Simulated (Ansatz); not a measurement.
# LaS, space group Fm-3m: a check of PAW against all-electron LAPW

With Ansatz's Python interface.

At the Python prompt:
```pycon
>>> from dataclasses import dataclass
>>> import ansatz as az
>>> import numpy as np
>>> @dataclass(frozen=True)
... class RunConfig:
...     functional: str = "pbesol"
...     kmesh: tuple[int, ...] = (8, 8, 8)
...     smearing_width: float = 0.05
...
>>> cfg = RunConfig()
>>> def count_gap(report):
...     # lowest empty less highest filled band, counting bands; zero where they overlap
...     return max(report.get("gap_by_band_count_ev") or 0.0, 0.0)
...
>>> lattice = az.Lattice.of(
...     (0.0, 2.927, 2.927),
...     (2.927, 0.0, 2.927),
...     (2.927, 2.927, 0.0),
... )
>>> sites = [
...     ("La", (0.0, 0.0, 0.0)),
...     ("S", (0.5, 0.5, 0.5)),
... ]
>>> las = az.Crystal(lattice=lattice)
>>> for symbol, position in sites:
...     las = las.atom(symbol, position)
...
>>> setup = (
...     las.calculation()
...     .functional(cfg.functional)
...     .kpoints(*cfg.kmesh)
...     .occupations(az.OccupationsMethod.FERMI_DIRAC, width=cfg.smearing_width)
...     .stress()
...     .forces()
...     .band_table()
... )
>>> variants = {
...     "PAW": setup.pseudopotentials("paw"),
...     "LAPW": setup.pseudopotentials("all_electron", lapw=True),
... }
>>> # totals differ by the cores that each treatment holds, so compare what does not depend on them
>>> rows = []
>>> for label, variant in variants.items():
...     r = variant.run().report
...     levels = np.array(r["eigenvalues_ev"][0]) - r["fermi_energy_ev"]
...     print(label, "levels at the first k-point near E_F:", np.round(levels[np.abs(levels) < 5], 3))
...     rows.append((label, r["n_electrons"], np.trace(r["stress_gpa"]) / 3, count_gap(r)))
...
DeckWarning: basis.ecutwfc = 420 eV, auto-derived from the records' recommended cutoffs: set by La (normal level)
PAW levels at the first k-point near E_F: [-3.196 -3.196 -3.196  0.206  0.206  0.206  1.184  1.184]
LAPW levels at the first k-point near E_F: [-3.197 -3.197 -3.197  0.205  0.205  0.205  1.183  1.183]
>>> lines = [",".join(["treatment", "electrons in bands", "P GPa", "gap by band count eV"])] + [",".join(f"{v:.4f}" if isinstance(v, float) else str(v) for v in row) for row in rows]
>>> print("\n".join(lines))
treatment,electrons in bands,P GPa,gap by band count eV
PAW,17.0000,-2.0674,0.0000
LAPW,43.0000,-2.0363,0.0000
>>> with open("paw_lapw.csv", "w") as handle:
...     handle.write("\n".join(lines) + "\n")
...
111
```

PAW gives -2.067 GPa and LAPW -2.036 GPa, 0.031 GPa apart. They took 0.9 and 5.1 s of processor time.

The computed bands are complete only to about 1.2 eV above the Fermi level. The mesh is modest for a metal, so energies can be off by several to tens of meV an atom and pressures by half a GPa or more; differences at equal mesh fare better. A gap by band count of zero or less means overlapping bands, a metal, and at an odd count of electrons it is no gap at all. The starting cell is as deposited in a crystallographic database; the results hold for this polymorph, which needn't be the stable one. Levels are Kohn-Sham eigenvalues on this mesh, without spin-orbit coupling. Warnings are shown shortened and without file and line. Pressure is positive in compression; the treatments may keep other shells as core, so totals and counts of electrons can differ. It ran for 6.8 s on 1 thread of Intel(R) Xeon(R) Platinum 8488C (Sapphire Rapids), on a shared host, peak memory 0.48 GiB.

(A comment or docstring line of the script was reworded after the run, the code is as it ran; lines on the test bed's own set-up are left out of the output.)
